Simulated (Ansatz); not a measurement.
**Te (bcc type): how the settings move a single-point run**

Question: which choices in the input matter for Te (bcc type)?

Method: reference: DFT, PBEsol, PAW with other files of Ansatz's library (level accurate), scalar-relativistic, in Ansatz 0.2.0.

## 1. Starting point

Symmetry: Im-3m, No. 229, cubic system. Conventional cell: a = 2.787 Å, b = 2.787 Å, c = 2.787 Å, α = 90.00°, β = 90.00°, γ = 90.00°. Around Te (site symmetry m-3m) lie 8 Te at 2.41 Å.

Structure file:

```xyz
1
Lattice="-1.3935 1.3935 1.3935 1.3935 -1.3935 1.3935 1.3935 1.3935 -1.3935" Properties=species:S:1:pos:R:3 pbc="T T T"
Te    0.0000    0.0000    0.0000
```

## 2. Baseline

input.yaml

```yaml
crystal:
  lattice:
    - [-1.3934985476, 1.3934985476, 1.3934985476]
    - [1.3934985476, -1.3934985476, 1.3934985476]
    - [1.3934985476, 1.3934985476, -1.3934985476]
  atoms:
    - { symbol: Te, position: [0.0, 0.0, 0.0] }
kpoints:
  mp_grid: { grid: [15, 15, 15] }
scf:
  occupations: { method: fermi_dirac, width: 0.05 }
hamiltonian:
  xc: pbesol
  pseudopotentials: { kind: paw, level: accurate }
output:
  forces: true
  stress: true
  eigenvalues: true
  write_density: true
  write_potential: true
  elf: true
  volumetric_format: npy
```

The run is started by

```bash
$ ansatz run input.yaml --threads 1 --pin off --max-ram 2048MiB --backend cpu --events-out ev --progress --plain --runs-dir out
```

## 3. Variant: mp_grid.shift [0.5, 0.5, 0.5]

Edit input.yaml of step 2 so:

```diff
@@ -8,3 +8,3 @@
 kpoints:
-  mp_grid: { grid: [15, 15, 15] }
+  mp_grid: { grid: [15, 15, 15], shift: [0.5, 0.5, 0.5] }
 scf:
@@ -18,5 +18 @@
   eigenvalues: true
-  write_density: true
-  write_potential: true
-  elf: true
-  volumetric_format: npy
```

## 4. Changed: symmetry.detect false, preconditioner kerker

Edit input.yaml of step 2 so:

```diff
@@ -7,2 +7,3 @@
     - { symbol: Te, position: [0.0, 0.0, 0.0] }
+  symmetry: { detect: false }
 kpoints:
@@ -11,2 +12,3 @@
   occupations: { method: fermi_dirac, width: 0.05 }
+  mixing: { preconditioner: kerker }
 hamiltonian:
@@ -18,5 +20 @@
   eigenvalues: true
-  write_density: true
-  write_potential: true
-  elf: true
-  volumetric_format: npy
```

Before running it: what results should come out? Wanted: for each run, ending; energy change; pressure; gap; force.

As calculated:

| run | ending | energy change | pressure (GPa) | gap (eV) | force (eV/Å) | cycles | time |
| --- | --- | --- | --- | --- | --- | --- | --- |
| reference | converged | 0 | 477.8 | 0.00 | 0.00 | 5 | 2.7 s |
| 1: mp_grid.shift [0.5, 0.5, 0.5] | converged | +14.5 meV/atom | 479.0 | 0.00 | 0.00 | 5 | 2 s |
| 2: symmetry.detect false, preconditioner kerker | converged | 0.0 meV/atom | 477.8 | 0.00 | 0.00 | 6 | 35 s |

Times don't compare one to one where runs were asked for different outputs or read a saved state (see the inputs); cycles may leave out searches for a lower state.

Residual by cycle in the longest SCF loop of each run; runs are numbered as in the table. The quantity is the density residual dr2, in eV.

```csv
cycle,reference,run 1,run 2
1,0.0537,0.0524,0.0537
2,0.0121,0.0119,0.0258
3,7.4e-5,7.4e-5,0.00123
4,1.5e-6,1.5e-6,9.2e-6
5,7.1e-8,6.5e-8,1.9e-7
6,-,-,1.7e-9
```

Of the converged runs whose energies compare with the reference's, «mp_grid.shift [0.5, 0.5, 0.5]» moves the energy most (+14.5 meV/atom) and «symmetry.detect false, preconditioner kerker» least (0.0 meV/atom). The pressure spans 477.8 to 479.0 GPa over the reference and the converged variants. Semilocal functionals close small gaps, and spin-orbit coupling, left out here, moves these band edges, so the missing gap need not be the real solid's. Of the variants the dearest is «symmetry.detect false, preconditioner kerker» (35 s), the cheapest «mp_grid.shift [0.5, 0.5, 0.5]» (2 s), on a shared host. The structure is not at rest: the sound run finds 478 GPa, so these are no properties of the relaxed crystal. 

At pressures up to 479 GPa the PAW spheres may overlap and frozen cores may not hold, so those PAW values are rough without an all-electron check.
